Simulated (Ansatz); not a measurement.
# Gd3O5: the cost of one run

Computed with Ansatz 0.2.0 (DFT PBE, scalar-relativistic, plane waves, PAW, unless a step names another level, unless a step's input says otherwise).

2 further runs of the same task are left out: 1 that didn't finish, 1 set aside as unsound or not needed.

### Step 1. The structure to begin with

Symmetry: P-3m1, No. 164, trigonal system. The conventional cell has a = 3.771 Å, b = 3.771 Å, c = 9.888 Å, α = 90.00°, β = 90.00°, γ = 120.00°. Gd (site symmetry 3m) has 4 O at 2.18 to 2.23 Å as nearest neighbours. Gd (site symmetry -3m) is surrounded by 8 O at 2.38 to 2.62 Å. O (site symmetry 3m) is surrounded by 4 Gd at 2.23 to 2.62 Å. O (site symmetry -3m) has 2 O at 2.32 Å as nearest neighbours. O (site symmetry 3m) has 4 Gd at 2.18 to 2.38 Å as nearest neighbours.

Structure file:

```
CELL_PARAMETERS angstrom
3.77075 0.00000 0.00000
-1.88538 3.26557 0.00000
0.00000 0.00000 9.88762
ATOMIC_POSITIONS crystal
Gd 0.33333 0.66667 0.31636
Gd 0.00000 0.00000 0.00000
Gd 0.66667 0.33333 0.68364
O 0.00000 0.00000 0.26526
O 0.00000 0.00000 0.73474
O 0.00000 0.00000 0.50000
O 0.66667 0.33333 0.90391
O 0.33333 0.66667 0.09609
```

It came out lowest among 19 distinct ends of the trial cells. At a tolerance of 0.02 Å it has space group P-3m1 (No. 164). Site moments: 6.7 6.8 6.7 -0.2 -0.2 -0.5 0.0 0.0 μB.

### Step 2. Static run: bands, density of states and charges

The input, input.yaml:

```yaml
crystal:
  lattice:
    - [3.7707537395, 0.0, 0.0]
    - [-1.8853768698, 3.2655685298, 0.0]
    - [0.0, 0.0, 9.887618578]
  atoms:
    - { symbol: Gd, position: [0.3333333333, 0.6666666667, 0.316355894], spin: 7.41 }
    - { symbol: Gd, position: [0.0, 0.0, 0.0], spin: 7.48 }
    - { symbol: Gd, position: [0.6666666667, 0.3333333333, 0.683644106], spin: 7.41 }
    - { symbol: O, position: [0.0, 0.0, 0.2652579516], spin: -0.22 }
    - { symbol: O, position: [0.0, 0.0, 0.7347420484], spin: -0.22 }
    - { symbol: O, position: [0.0, 0.0, 0.5], spin: -0.6 }
    - { symbol: O, position: [0.6666666667, 0.3333333333, 0.9039080844] }
    - { symbol: O, position: [0.3333333333, 0.6666666667, 0.0960919156] }
basis:
  ecutwfc: 420
kpoints:
  mp_grid: { grid: [12, 12, 4] }
  band_path:
    path:
      - [[0.0, 0.0, 0.0], [0.5, 0.0, 0.0], [0.33333333, 0.33333333, 0.0], [0.0, 0.0, 0.0], [0.0, 0.0, 0.5], [0.5, 0.0, 0.5], [0.33333333, 0.33333333, 0.5], [0.0, 0.0, 0.5]]
      - [[0.5, 0.0, 0.5], [0.5, 0.0, 0.0]]
      - [[0.33333333, 0.33333333, 0.5], [0.33333333, 0.33333333, 0.0]]
    npoints: 14
hamiltonian:
  xc: pbe
scf:
  occupations: { method: gaussian, width: 0.02 }
  n_extra_bands: 20
output:
  forces: true
  stress: true
  eigenvalues: true
  populations: true
  dos: { projected: true, de: 0.02, nscf_kmesh: { grid: [18, 18, 6] } }
  bader: true
magnetization:
  spin_polarized: true
checkpoint:
  read: start.run
  write: ck
  compress: false
  write_wavefunctions: false
  write_every: 100000
```

Started as:

```
$ ansatz run input.yaml --threads 1 --pin off --max-ram 2560MiB --backend cpu --events-out ev --progress --plain --runs-dir out
```

Q: Estimate wall time and peak memory on 1 thread of Intel Xeon Platinum 8259CL at 2.50GHz (Skylake/Cascade Lake), shared host.

About 5.3 min, with a peak of 1.5 GiB.
